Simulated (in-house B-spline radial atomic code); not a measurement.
**Sn⁴⁺: ionisation energy by several methods**

The task here is to estimate one member of a computed series from the others.

Method: scalar-relativistic (X2C), several functionals, spin-polarised, exact exchange averaged over the configuration; spherical all-electron atom at the radial basis limit. Code: in-house B-spline radial atomic code version 1.

## What is computed

| Property | Result |
| --- | --- |
| element | tin (Z = 50) |
| charge | +4 |
| electrons | 46 |
| configuration | [Kr] 4d10 |
| nucleus | Fermi, rms radius 4.652 fm |

Outer shells as boxes (Hund's rule):

[Kr] 4d10
```
[Kr] core
4d [↑↓][↑↓][↑↓][↑↓][↑↓]
```

Where spins are not typed, each open shell is filled with up spins first.

Set-up of the first run:

Settings of the run:

```ini
Z = 50
electrons = 46.0
configuration = [Kr] 4d10
hamiltonian = x2c
method = tpssh
spin_polarised = True
nucleus = fermi
rms_radius = 4.6519
mass_number = 120
atomic_mass = 119.902202557
speed_of_light = 137.035999084
exact_exchange = averaged over the configuration
```

Command:

```bash
> python run_scf.py task.json out
```

The settings of every run stand in task.json; they run in order.

Steps of the session up to this table: TPSSh, a global hybrid; ωB97X, a range-separated hybrid; B97-1, a global hybrid; PBE0, a global hybrid; r2SCAN0, a global hybrid; B3LYP, a global hybrid.

One table of the session follows, with a row left open; its other results are not shown here.

```
 method  ΔSCF (eV)
  TPSSh     76.776
  B97-1     76.723
   PBE0     76.821
r2SCAN0     77.166
  B3LYP          ?
  ωB97X     76.547
```

**Question.** Estimate the row for B3LYP.

As computed: ΔSCF (eV): 76.843. In the column «ΔSCF (eV)» it lies between PBE0 (76.821) and r2SCAN0 (77.166).

Limits of these values: Relativistic terms that these runs lack can be as large as the gaps between close methods, so the nearest may be so by luck. Spin-orbit coupling is left out.
